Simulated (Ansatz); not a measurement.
# TiRh: the cost of one run

Program: Ansatz 0.2.0, driven from Python. Level of theory: DFT PBEsol, plane waves, PAW. These are calculated values, not measurements.

## (1) The structure

TiRh Pm-3m: The structure is cubic, space group Pm-3m (No. 221). Conventional cell: a = 3.115 Å, b = 3.115 Å, c = 3.115 Å, α = 90.00°, β = 90.00°, γ = 90.00°. Around Ti (site symmetry m-3m) lie 8 Rh at 2.70 Å. Around Rh (site symmetry m-3m) lie 8 Ti at 2.70 Å.

TiRh P4/mmm: The structure is tetragonal, space group P4/mmm (No. 123). Conventional cell: a = 2.988 Å, b = 2.988 Å, c = 3.350 Å, α = 90.00°, β = 90.00°, γ = 90.00°. Ti (site symmetry 4/mmm) is surrounded by 8 Rh at 2.70 Å and 4 Ti at 2.99 Å. Around Rh (site symmetry 4/mmm) lie 8 Ti at 2.70 Å and 4 Rh at 2.99 Å.

Ti P6_3/mmc: Symmetry: P6_3/mmc, No. 194, hexagonal system. The conventional cell has a = 2.950 Å, b = 2.950 Å, c = 4.680 Å, α = 90.00°, β = 90.00°, γ = 120.00°. Ti (site symmetry -6m2) has 12 Ti at 2.89 to 2.95 Å as nearest neighbours.

Rh Fm-3m: It takes space group Fm-3m (No. 225, cubic). The conventional cell has a = 3.796 Å, b = 3.796 Å, c = 3.796 Å, α = 90.00°, β = 90.00°, γ = 90.00°. Rh (site symmetry m-3m) has 12 Rh at 2.68 Å as nearest neighbours.

The script holds or builds the structure itself.

## (2) The script

File hull_tirh.py:

```python
"""Stability of Ti-Rh compounds against each other, after relaxing cells and atoms."""

from collections import Counter
import csv

import ansatz as az
import numpy as np

PHASES = {
    "TiRh Pm-3m": (
        [(3.1152, 0.0, 0.0), (0.0, 3.1152, 0.0), (0.0, 0.0, 3.1152)],
        [
            ("Ti", (0.5, 0.5, 0.5)),
            ("Rh", (0.0, 0.0, 0.0)),
        ],
    ),
    "TiRh P4/mmm": (
        [(2.988, 0.0, 0.0), (0.0, 2.988, 0.0), (0.0, 0.0, 3.35)],
        [
            ("Ti", (0.5, 0.5, 0.5)),
            ("Rh", (0.0, 0.0, 0.0)),
        ],
    ),
    "Ti": (
        [(2.95, 0.0, 0.0), (-1.475, 2.55477, 0.0), (0.0, 0.0, 4.68)],
        [
            ("Ti", (1 / 3, 2 / 3, 0.25)),
            ("Ti", (2 / 3, 1 / 3, 0.75)),
        ],
    ),
    "Rh": (
        [(0.0, 1.89785, 1.89785), (1.89785, 0.0, 1.89785), (1.89785, 1.89785, 0.0)],
        [
            ("Rh", (0.0, 0.0, 0.0)),
        ],
    ),
}


def build(vectors, sites):
    crystal = az.Crystal(lattice=az.Lattice.of(vectors))
    for symbol, position in sites:
        crystal = crystal.atom(symbol, position)
    return crystal


def compute(name, crystal):
    calc = (
        crystal.calculation()
        .functional("PBEsol")
        .basis(420)
        .kpoints(spacing=0.14)
        .occupations("fermi_dirac", width=0.1)
    )
    calc = calc.relax(force_tolerance=0.02, cell=True)
    return calc.run(threads=1, pin="off")


def counts(outcome):
    return Counter(site.symbol for site in outcome.lattice.sites)

def formation_energy(outcome, mu):
    n = counts(outcome)
    return (outcome.report["energy_sigma0_ev"] - sum(k * mu[element] for element, k in n.items())) / sum(n.values())

phases = {name: build(*cell) for name, cell in PHASES.items()}

done = {name: compute(name, crystal) for name, crystal in phases.items()}

# chemical potentials of the elements at zero temperature
references = {"Ti": "Ti", "Rh": "Rh"}
mu = {element: done[name].report["energy_sigma0_ev"] / len(done[name].lattice.sites) for element, name in references.items()}
points = sorted((counts(o)["Rh"] / len(o.lattice.sites), formation_energy(o, mu), name) for name, o in done.items())

# lower hull by a monotone chain
hull = []
for x, e, _ in points:
    while len(hull) > 1 and (hull[-1][0] - hull[-2][0]) * (e - hull[-2][1]) - (hull[-1][1] - hull[-2][1]) * (x - hull[-2][0]) <= 0:
        hull.pop()
    hull.append((x, e))
rows = [(name, x, e, e - np.interp(x, *zip(*hull))) for x, e, name in points]
with open("hull.csv", "w", newline="") as handle:
    writer = csv.writer(handle)
    writer.writerow(["phase", "x(Rh)", "E_form (eV/atom)", "above hull (eV/atom)"])
    writer.writerows([round(v, 4) if isinstance(v, float) else v for v in row] for row in rows)
print(open("hull.csv").read())
print("on the hull of these phases:", ", ".join(row[0] for row in rows if row[3] < 1e-6))
```

## (3) The calls as engine input

The engine receives this input (first run):

```yaml
crystal:
  lattice:
    - [3.1152, 0.0, 0.0]
    - [0.0, 3.1152, 0.0]
    - [0.0, 0.0, 3.1152]
  atoms:
    - { symbol: Ti, position: [0.5, 0.5, 0.5] }
    - { symbol: Rh, position: [0.0, 0.0, 0.0] }
basis:
  ecutwfc: 420.0
kpoints:
  mp_grid:
    kspacing: 0.14
hamiltonian:
  xc: pbesol
scf:
  occupations:
    method: fermi_dirac
    width: 0.1
relax:
  f_tol: 0.02
  cell: {}
```

## (4) Launch

Run with:

```bash
python hull_tirh.py
```

**Question.** How long does this script take on 1 thread of Arm Neoverse V2, shared host, and how much memory does it need?

About 2 min, with a peak of 0.58 GiB.
